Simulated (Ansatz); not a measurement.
**Sb2Os (database structure): how the settings move a single-point run**

Question: which choices in the input matter for Sb2Os (database structure)?

Program: Ansatz 0.2.0. Level of theory: reference: DFT r2SCAN, plane waves, PAW, scalar-relativistic, no spin polarisation. These are calculated values, not measurements.

1 further run of the same task is left out (set aside as unsound or not needed).

### 1 Starting point

Symmetry: Pnnm, No. 58, orthorhombic system. Conventional cell: a = 5.931 Å, b = 6.676 Å, c = 3.206 Å, α = 90.00°, β = 90.00°, γ = 90.00°. Os (site symmetry 2/m) is surrounded by 6 Sb at 2.63 to 2.64 Å. Sb (site symmetry m) has 3 Os at 2.63 to 2.64 Å and 1 Sb at 2.88 Å as nearest neighbours.

Structure file:

```
Os Sb
1.0
     5.93131    0.00000    0.00000
     0.00000    6.67628    0.00000
     0.00000    0.00000    3.20561
Os Sb
2 4
Cartesian
  0.0000 0.0000 0.0000
  2.9657 3.3381 1.6028
  1.0961 2.4008 0.0000
  4.8352 4.2755 0.0000
  4.0618 0.9374 1.6028
  1.8695 5.7389 1.6028
```

### 2 Baseline

input.yaml reads:

```yaml
crystal:
  lattice:
    - [5.93131206, 0.0, 0.0]
    - [0.0, 6.6762827, 0.0]
    - [0.0, 0.0, 3.20561006]
  atoms:
    - { symbol: Os, position: [0.0, 0.0, 0.0] }
    - { symbol: Os, position: [0.5, 0.5, 0.5] }
    - { symbol: Sb, position: [0.1848, 0.3596, 0.0] }
    - { symbol: Sb, position: [0.8152, 0.6404, 0.0] }
    - { symbol: Sb, position: [0.6848, 0.1404, 0.5] }
    - { symbol: Sb, position: [0.3152, 0.8596, 0.5] }
  symmetry: { tolerance: 0.0003 }
kpoints:
  mp_grid: { grid: [3, 3, 6], shift: [0, 0, 0] }
magnetization:
  spin_polarized: false
scf:
  occupations: { method: fermi_dirac }
hamiltonian:
  pseudopotentials: { kind: paw }
  xc: r2scan
basis:
  ecutwfc: 500
output:
  forces: true
  stress: true
  eigenvalues: true
```

The run is started by

```sh
ansatz run input.yaml --threads 1 --pin off --max-ram 2560MiB --backend cpu --events-out ev --progress --plain --runs-dir out
```

The program printed, cut to the lines that bear on the results:

```text
Warning: RAYON_NUM_THREADS=1 ignored (pool sized by the plan → 1); use --threads N
[...]
Pseudopotentials: kind: paw
Pseudopotential: Os, paw, valence charge 16, recommended cutoff 500 eV (meta_gga), Os.paw.azcp
Pseudopotential: Sb, paw, valence charge 15, recommended cutoff 500 eV (meta_gga), Sb.paw.azcp
Functional definition: r2SCAN
[...]
Crystal: 6 atoms, lattice volume = 126.939 Å³
Basis set: ecut = 500 eV, 3211 PW (Γ), exchange–correlation on 180×200×96 points (64 copies of the dense FFT grid, shifted against one another)
Bands: 56, of which v1, the nominal top of the filled ones, is band 46 counted from 1 (45 counted from 0)
Symmetry: 8 space group operations
Space group: Pnnm (ITA 58), of the structure as read, at distance tolerance 1.5e-3 Å
k-points: 16 of 54
[...]
SCF iter   1: F=—  HF=-48791.979945 eV  |F-HF|=—  |Δ(HF+E_count)|=         —  Δρ=9.21e-3  dr2=1.61e-1  dr2_τ=1.26e-1  ethr=1.77e-3  ⟨swp⟩=7.5  Hψ=3546  notcnv=0
[...]
SCF iter   7: F=-48792.057327 eV  HF=-48792.057327 eV  |F-HF|=6.46e-9  |Δ(HF+E_count)|=   1.43e-7  Δρ=3.15e-6  dr2=1.25e-8  dr2_τ=9.54e-10  ethr=1.09e-10  ⟨swp⟩=9.1  Hψ=3497  notcnv=0
[...]
SCF converged after 7 iterations
Free energy (F): -48792.057327 eV
[...]
E sigma→0 (E₀):  -48792.054333 eV
Entropy (-TS):   -0.005987 eV (-0.998 meV/atom)
Fermi energy:    15.292391 eV
[...]
--- Forces (eV/Å), atoms counted from 1 ---
  atom   1  Os     0.00000000     0.00000000     0.00000000
  atom   2  Os     0.00000000     0.00000000     0.00000000
  atom   3  Sb    -0.41434333    -0.11869191     0.00000000
  atom   4  Sb     0.41434333     0.11869191     0.00000000
  atom   5  Sb    -0.41434333     0.11869191     0.00000000
  atom   6  Sb     0.41434333    -0.11869191     0.00000000
[...]
--- Stress (GPa, compression-positive) ---
        4.641462       0.000000       0.000000
        0.000000       2.933229       0.000000
        0.000000       0.000000       4.655921
  P = ⅓ Tr σ = 4.0769 GPa (40.769 kbar)
--- Band table (eV; the first three rows and the last of 16) ---
[...]
```

Wall time 14 s (1 thread of Arm Neoverse V2, shared host); peak memory 0.65 GiB.

### 3 Changed: mp_grid.grid [1, 1, 2], n_extra_bands 32

input.yaml, as its differences from that of step 2:

```diff
@@ -14,3 +14,3 @@
 kpoints:
-  mp_grid: { grid: [3, 3, 6], shift: [0, 0, 0] }
+  mp_grid: { grid: [1, 1, 2], shift: [0, 0, 0] }
 magnetization:
@@ -19,2 +19,3 @@
   occupations: { method: fermi_dirac }
+  n_extra_bands: 32
 hamiltonian:
@@ -28 +29,5 @@
   eigenvalues: true
+  write_density: true
+  write_potential: true
+  elf: true
+  volumetric_format: npy
```

The run is started by

```sh
ansatz run input.yaml --threads 1 --pin off --max-ram 2560MiB --backend cpu --events-out ev --progress --plain --runs-dir out
```

The program printed, cut to the lines that bear on the results:

```text
Warning: RAYON_NUM_THREADS=1 ignored (pool sized by the plan → 1); use --threads N
scf.n_extra_bands = 32 over 46 filled bands (N_el = 92.0): the run solves 78 bands
[...]
[... 4 set-up lines as earlier in the session ...]
[...]
Crystal: 6 atoms, lattice volume = 126.939 Å³
Basis set: ecut = 500 eV, 3211 PW (Γ), exchange–correlation on 180×200×96 points (64 copies of the dense FFT grid, shifted against one another)
Bands: 78, of which v1, the nominal top of the filled ones, is band 46 counted from 1 (45 counted from 0)
[... 2 set-up lines as earlier in the session ...]
k-points: 2
[...]
SCF iter   1: F=—  HF=-48793.480660 eV  |F-HF|=—  |Δ(HF+E_count)|=         —  Δρ=2.43e-2  dr2=7.86e-1  dr2_τ=2.35e-1  ethr=1.77e-3  ⟨swp⟩=6.0  Hψ=670  notcnv=0  defer=30
[...]
SCF iter   8: F=-48793.473599 eV  HF=-48793.473599 eV  |F-HF|=1.77e-9  |Δ(HF+E_count)|=   3.40e-8  Δρ=1.65e-6  dr2=2.91e-9  dr2_τ=1.54e-10  ethr=6.09e-11  ⟨swp⟩=6.0  Hψ=669  notcnv=0
[...]
SCF converged after 8 iterations
Free energy (F): -48793.473599 eV
[...]
E sigma→0 (E₀):  -48793.473290 eV
Entropy (-TS):   -0.000618 eV (-0.103 meV/atom)
Fermi energy:    15.598589 eV
[...]
--- Forces (eV/Å), atoms counted from 1 ---
  atom   1  Os     0.00000000    -0.00000000     0.00000000
  atom   2  Os     0.00000000     0.00000000     0.00000000
  atom   3  Sb    -0.34879434    -0.20393018     0.00000000
  atom   4  Sb     0.34879434     0.20393018     0.00000000
  atom   5  Sb    -0.34879434     0.20393018     0.00000000
  atom   6  Sb     0.34879434    -0.20393018     0.00000000
[...]
--- Stress (GPa, compression-positive) ---
       11.386747       0.000000       0.000000
        0.000000       6.352688       0.000000
        0.000000       0.000000      -3.027893
  P = ⅓ Tr σ = 4.9038 GPa (49.038 kbar)
--- Band table (eV) ---
[...]
```

Wall time 6.3 s (1 thread of Arm Neoverse V2, shared host); peak memory 0.56 GiB.

Changing the k-point mesh and band count moves the energy by -236.0 meV/atom, and the pressure goes from 4.1 to 4.9 GPa, the gap on the mesh goes from 0.73 to 1.75 eV and the largest force goes from 0.43 to 0.40 eV/Å. The energy is not variational in the mesh, so the sign tells nothing. Of the settings changed, the mesh is the one that moves energies this far. A gap read on a mesh depends on which points the mesh holds, and a coarse mesh shifts the density too. The variant is not converged in its settings.

### 4 Changing settings: scf.algorithm direct_min

input.yaml, as its differences from that of step 2:

```diff
@@ -19,2 +19,3 @@
   occupations: { method: fermi_dirac }
+  algorithm: direct_min
 hamiltonian:
@@ -28 +29,5 @@
   eigenvalues: true
+  write_density: true
+  write_potential: true
+  elf: true
+  volumetric_format: npy
```

The run is started by

```sh
ansatz run input.yaml --threads 1 --pin off --max-ram 2560MiB --backend cpu --events-out ev --progress --plain --runs-dir out
```

The program printed, cut to the lines that bear on the results:

```text
Warning: RAYON_NUM_THREADS=1 ignored (pool sized by the plan → 1); use --threads N
[...]
[... 4 set-up lines as earlier in the session ...]
[...]
Crystal: 6 atoms, lattice volume = 126.939 Å³
Basis set: ecut = 500 eV, 3211 PW (Γ), exchange–correlation on 180×200×96 points (64 copies of the dense FFT grid, shifted against one another)
Bands: 56, of which v1, the nominal top of the filled ones, is band 46 counted from 1 (45 counted from 0)
[... 2 set-up lines as earlier in the session ...]
k-points: 16 of 54
[...]
SCF converged after 6 iterations
Stability not checked: this state was not tested for a lower state beside it, because a direct minimisation reached the state, and no test of it is asked (direct_minimisation; see scf.lower_state_search)
Free energy (F): -48792.057327 eV
[...]
E sigma→0 (E₀):  -48792.054334 eV
Entropy (-TS):   -0.005987 eV (-0.998 meV/atom)
Fermi energy:    15.292397 eV
[...]
--- Forces (eV/Å), atoms counted from 1 ---
  atom   1  Os    -0.00000000     0.00000000     0.00000000
  atom   2  Os     0.00000000     0.00000000     0.00000000
  atom   3  Sb    -0.41433644    -0.11870012     0.00000000
  atom   4  Sb     0.41433644     0.11870012     0.00000000
  atom   5  Sb    -0.41433644     0.11870012     0.00000000
  atom   6  Sb     0.41433644    -0.11870012     0.00000000
[...]
--- Stress (GPa, compression-positive) ---
        4.641521       0.000000       0.000000
        0.000000       2.933265       0.000000
        0.000000       0.000000       4.656208
  P = ⅓ Tr σ = 4.0770 GPa (40.770 kbar)
--- Band table (eV; the first three rows and the last of 16) ---
[...]
```

Wall time 63 s (1 thread of Arm Neoverse V2, shared host); peak memory 0.79 GiB.

With the changed solver the energy agrees within 0.5 meV/atom.

### 5 Changed: ecutwfc 700 eV

input.yaml, as its differences from that of step 2:

```diff
@@ -23,3 +23,3 @@
 basis:
-  ecutwfc: 500
+  ecutwfc: "700 eV"
 output:
```

The run is started by

```sh
ansatz run input.yaml --threads 1 --pin off --max-ram 2560MiB --backend cpu --events-out ev --progress --plain --runs-dir out
```

The program printed, cut to the lines that bear on the results:

```text
Warning: RAYON_NUM_THREADS=1 ignored (pool sized by the plan → 1); use --threads N
[...]
[... 4 set-up lines as earlier in the session ...]
[...]
Crystal: 6 atoms, lattice volume = 126.939 Å³
Basis set: ecut = 700 eV, 5349 PW (Γ), exchange–correlation on 216×240×120 points (64 copies of the dense FFT grid, shifted against one another)
Bands: 56, of which v1, the nominal top of the filled ones, is band 46 counted from 1 (45 counted from 0)
[... 2 set-up lines as earlier in the session ...]
k-points: 16 of 54
[...]
SCF iter   1: F=—  HF=-48791.986647 eV  |F-HF|=—  |Δ(HF+E_count)|=         —  Δρ=9.36e-3  dr2=1.61e-1  dr2_τ=1.25e-1  ethr=1.77e-3  ⟨swp⟩=7.6  Hψ=3585  notcnv=0
[...]
SCF iter   7: F=-48792.063557 eV  HF=-48792.063557 eV  |F-HF|=6.66e-9  |Δ(HF+E_count)|=   8.96e-8  Δρ=3.68e-6  dr2=1.52e-8  dr2_τ=1.49e-9  ethr=1.09e-10  ⟨swp⟩=9.2  Hψ=3545  notcnv=0
[...]
SCF converged after 7 iterations
Free energy (F): -48792.063557 eV
[...]
E sigma→0 (E₀):  -48792.060565 eV
Entropy (-TS):   -0.005983 eV (-0.997 meV/atom)
Fermi energy:    15.292409 eV
[...]
--- Forces (eV/Å), atoms counted from 1 ---
  atom   1  Os    -0.00000000     0.00000000     0.00000000
  atom   2  Os     0.00000000     0.00000000     0.00000000
  atom   3  Sb    -0.41430586    -0.11864716     0.00000000
  atom   4  Sb     0.41430586     0.11864716     0.00000000
  atom   5  Sb    -0.41430586     0.11864716     0.00000000
  atom   6  Sb     0.41430586    -0.11864716     0.00000000
[...]
--- Stress (GPa, compression-positive) ---
        4.636757       0.000000       0.000000
        0.000000       2.927500       0.000000
        0.000000       0.000000       4.653078
  P = ⅓ Tr σ = 4.0724 GPa (40.724 kbar)
--- Band table (eV; the first three rows and the last of 16) ---
[...]
```

It took 22 s on 1 thread of Arm Neoverse V2, shared host; peak memory 0.93 GiB.

Changing the cutoff moves the energy by -1.0 meV/atom. More plane waves (700 against 500 eV) lower the energy, so the reference carries about that much basis error. Cost: 22 s against 14 s.

### 6 Comparison

| run | ending | energy change | pressure (GPa) | gap (eV) | force (eV/Å) | cycles | time |
| --- | --- | --- | --- | --- | --- | --- | --- |
| reference | converged | 0 | 4.1 | 0.73 | 0.43 | 7 | 14 s |
| 1: mp_grid.grid [1, 1, 2], n_extra_bands 32 | converged | -236.0 meV/atom | 4.9 | 1.75 | 0.40 | 8 | 6.3 s |
| 2: scf.algorithm direct_min | converged | 0.0 meV/atom | 4.1 | 0.73 | 0.43 | 6 | 63 s |
| 3: ecutwfc 700 eV | converged | -1.0 meV/atom | 4.1 | 0.73 | 0.43 | 7 | 22 s |

Times don't compare one to one where runs were asked for different outputs or read a saved state (see the inputs); cycles may leave out searches for a lower state.

Residual by cycle in the longest SCF loop of each run; runs are numbered as in the table. The quantity is the density residual dr2, in eV.

| cycle | reference | run 1 | run 2 | run 3 |
| --- | --- | --- | --- | --- |
| 1 | 0.161 | 0.786 | 0.163 | 0.161 |
| 2 | 0.00967 | 0.0909 | 0.008 | 0.00978 |
| 3 | 0.00336 | 0.0237 | 1.1e-4 | 0.00338 |
| 4 | 3.6e-4 | 0.00456 | 7.4e-6 | 3.0e-4 |
| 5 | 1.3e-5 | 2.2e-4 | 2.9e-7 | 1.1e-5 |
| 6 | 9.9e-7 | 5.3e-6 | 5.4e-9 | 1.0e-6 |
| 7 | 1.2e-8 | 5.6e-8 | - | 1.5e-8 |
| 8 | - | 2.9e-9 | - | - |

Of the converged runs whose energies compare with the reference's, «mp_grid.grid [1, 1, 2], n_extra_bands 32» moves the energy most (-236.0 meV/atom) and «scf.algorithm direct_min» least (0.0 meV/atom). The gap of the reference lacks spin-orbit coupling, though the cell holds Os.

Caveats on the reference run: spin-orbit coupling, which can shrink the gap with elements this heavy, is left out.
